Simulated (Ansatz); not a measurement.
# CH6BCl2N (SMILES C[B-]([NH3+])(Cl)Cl): levels of theory compared

Wanted: a comparison of 4 runs (B3LYP/6-31G*, B3LYP/cc-pVDZ, B3LYP/6-311G**, MP2/6-31+G*) of CH6BCl2N. 

The results are computed with Ansatz 0.2.0.

1 further run of the same task is left out (it didn't finish).

### 1 The system as given

CH6BCl2N has 11 atoms, charge 0, and is taken as a singlet. SMILES: `C[B-]([NH3+])(Cl)Cl`. The coordinates come from a PBE0-D4/def2-TZVP relaxation.

Bond lengths: C1–B2 1.585 Å, B2–N3 1.625 Å, B2–Cl4 1.853 Å, B2–Cl5 1.853 Å, C1–H6 1.092 Å, C1–H7 1.095 Å, C1–H8 1.095 Å, N3–H9 1.017 Å, N3–H10 1.017 Å, N3–H11 1.017 Å. Some angles: C1–B2–N3 109.8°, C1–B2–Cl4 113.8°, C1–B2–Cl5 113.8°, N3–B2–Cl4 103.0°, N3–B2–Cl5 103.0°, Cl4–B2–Cl5 112.2°, B2–C1–H6 109.7°, B2–C1–H7 112.3°, B2–C1–H8 112.3°, B2–N3–H9 109.0°.

### 2 Energy and gradient at B3LYP/6-31G(d) (Cartesian functions) (run 1)

Input file job.yaml:

```yaml
basis:
  gaussian:
    orbitals: "6-31G*"
crystal:
  periodic: [false, false, false]
  atoms:
    - symbol: C
      position_ang: [-1.212400, 0.255400, 0.570800]
    - symbol: B
      position_ang: [0.011000, 0.415500, -0.424800]
    - symbol: N
      position_ang: [1.148000, -0.694800, -0.083500]
    - symbol: Cl
      position_ang: [-0.410800, 0.052000, -2.192200]
    - symbol: Cl
      position_ang: [0.922500, 2.018000, -0.237700]
    - symbol: H
      position_ang: [-1.975200, 1.001600, 0.340500]
    - symbol: H
      position_ang: [-0.920400, 0.409200, 1.615300]
    - symbol: H
      position_ang: [-1.690500, -0.726400, 0.486300]
    - symbol: H
      position_ang: [1.926300, -0.581300, -0.728700]
    - symbol: H
      position_ang: [1.493500, -0.572200, 0.865000]
    - symbol: H
      position_ang: [0.773300, -1.634100, -0.190600]
hamiltonian:
  xc: {name: B3LYP}
accuracy: high
output:
  forces: true
  orbitals: {seedname: orbitals}
```

Started as:

```bash
$ ansatz run job.yaml --threads 1 --pin off --max-ram 2610MiB --events-out events.jsonl --progress --plain --runs-dir runs
```

What it wrote:

```text
Warning: RAYON_NUM_THREADS=1 ignored (pool sized by the plan → 1); use --threads N
[... 16 lines left out ...]
Total energy: -28349.86633506 eV, -1041.8383715837 hartree
[... 11 lines left out ...]
Dipole moment:     0.598908    -1.019079     0.616452 e Å
```

It took 7.2 s on 1 thread of AMD EPYC 9R45 (Zen 5), shared host; peak memory 0.38 GiB.

### 3 Energy and forces at B3LYP/cc-pVDZ (run 2)

Input file molecule.yaml:

```yaml
crystal:
  periodic: [false, false, false]
  atoms:
    - {symbol: C, position_ang: [-1.212400, 0.255400, 0.570800]}
    - {symbol: B, position_ang: [0.011000, 0.415500, -0.424800]}
    - {symbol: "N", position_ang: [1.148000, -0.694800, -0.083500]}
    - {symbol: Cl, position_ang: [-0.410800, 0.052000, -2.192200]}
    - {symbol: Cl, position_ang: [0.922500, 2.018000, -0.237700]}
    - {symbol: H, position_ang: [-1.975200, 1.001600, 0.340500]}
    - {symbol: H, position_ang: [-0.920400, 0.409200, 1.615300]}
    - {symbol: H, position_ang: [-1.690500, -0.726400, 0.486300]}
    - {symbol: H, position_ang: [1.926300, -0.581300, -0.728700]}
    - {symbol: H, position_ang: [1.493500, -0.572200, 0.865000]}
    - {symbol: H, position_ang: [0.773300, -1.634100, -0.190600]}
basis:
  gaussian:
    orbitals: cc-pVDZ
output: {forces: true, orbitals: {seedname: orbitals}}
accuracy: high
hamiltonian:
  xc: {name: B3LYP}
```

Started as:

```bash
$ ansatz run molecule.yaml --threads 1 --pin off --max-ram 2610MiB --events-out events.jsonl --progress --plain --runs-dir runs
```

What it wrote:

```text
Warning: RAYON_NUM_THREADS=1 ignored (pool sized by the plan → 1); use --threads N
[... 16 lines left out ...]
Total energy: -28351.24472977 eV, -1041.8890266551 hartree
[... 11 lines left out ...]
Dipole moment:     0.599887    -0.990547     0.587087 e Å
```

Wall time 8.7 s (1 thread of AMD EPYC 9R45 (Zen 5), shared host); peak memory 0.48 GiB.

Run 3 isn't shown in full; the table further down has it.

### 4 Energy and forces at MP2/6-31+G(d) (spherical functions) (run 4)

Input file run.yaml:

```yaml
crystal:
  periodic: [false, false, false]
  atoms:
    - {symbol: C, position_ang: [-1.212400, 0.255400, 0.570800]}
    - {symbol: B, position_ang: [0.011000, 0.415500, -0.424800]}
    - {symbol: "N", position_ang: [1.148000, -0.694800, -0.083500]}
    - {symbol: Cl, position_ang: [-0.410800, 0.052000, -2.192200]}
    - {symbol: Cl, position_ang: [0.922500, 2.018000, -0.237700]}
    - {symbol: H, position_ang: [-1.975200, 1.001600, 0.340500]}
    - {symbol: H, position_ang: [-0.920400, 0.409200, 1.615300]}
    - {symbol: H, position_ang: [-1.690500, -0.726400, 0.486300]}
    - {symbol: H, position_ang: [1.926300, -0.581300, -0.728700]}
    - {symbol: H, position_ang: [1.493500, -0.572200, 0.865000]}
    - {symbol: H, position_ang: [0.773300, -1.634100, -0.190600]}
basis:
  gaussian:
    orbitals: 6-31+G_st_-spherical.json
total_charge: 0
correlation:
  method: mp2
  frozen_orbitals: {B: 1, C: 1, Cl: 5, H: 0, "N": 1}
accuracy: high
output: {forces: true, orbitals: {seedname: orbitals}}
```

The basis set 6-31+G* is read from a file made from the Basis Set Exchange's data (not shown).

Started as:

```bash
$ ansatz run run.yaml --threads 1 --pin off --max-ram 2610MiB --events-out events.jsonl --progress --plain --runs-dir runs
```

What it wrote:

```text
Warning: RAYON_NUM_THREADS=1 ignored (pool sized by the plan → 1); use --threads N
[... 11 lines left out ...]
13 core orbitals not correlated: weight in the atoms' cores, before any rotation towards them, 1.000 or more for the frozen orbitals, at most 0.000 for the correlated occupied ones
[... 3 lines left out ...]
Total energy: -28306.11612479 eV, -1040.2305810115 hartree
[... 11 lines left out ...]
Dipole moment:     0.591295    -1.013130     0.615661 e Å
```

Wall time 9.3 s (1 thread of AMD EPYC 9R45 (Zen 5), shared host); peak memory 0.53 GiB.

### 5 Overview of the runs

| run | level | Cartesian functions | frozen core orbitals | energy (Eh) | dipole moment (D) | HOMO energy (eV) | LUMO energy (eV) | wall time |
| --- | --- | --- | --- | --- | --- | --- | --- | --- |
| 1 | B3LYP/6-31G* (Cartesian functions) | yes | – | -1041.838372 | 6.40 | -7.34 | 0.45 | 7.2 s |
| 2 | B3LYP/cc-pVDZ | no | – | -1041.889027 | 6.24 | -7.30 | -0.03 | 8.7 s |
| 3 | B3LYP/6-311G** | no | – | -1041.941540 | 6.40 | -7.64 | -0.48 | 11 s |
| 4 | MP2/6-31+G* (spherical functions) | no | 13 | -1040.230581 | 6.36 | -11.12 | 0.72 | 9.3 s |

### 6 Results

| quantity | value |
| --- | --- |
| run 4: total energy | -1040.23058 Eh |
| run 4: dipole moment (correlated density) | 6.36 D |
| run 4: HOMO energy (Hartree–Fock orbitals) | -11.12 eV |
| run 4: LUMO energy (Hartree–Fock orbitals) | 0.72 eV |
| run 4: HOMO–LUMO gap (Hartree–Fock orbitals) | 11.84 eV |
| run 4: correlation energy (13 core orbitals frozen) | -653.5 mEh |
| run 4: largest force on an atom | 0.362 eV/Å |

The dipole moment (its size) runs from 6.24 D (B3LYP/cc-pVDZ) to 6.40 D (B3LYP/6-31G*). Over runs 1, 2, 3 the HOMO–LUMO gap runs from 7.16 eV (B3LYP/6-311G**) to 7.79 eV (B3LYP/6-31G*). All runs together took 36 s, the longest 11 s.
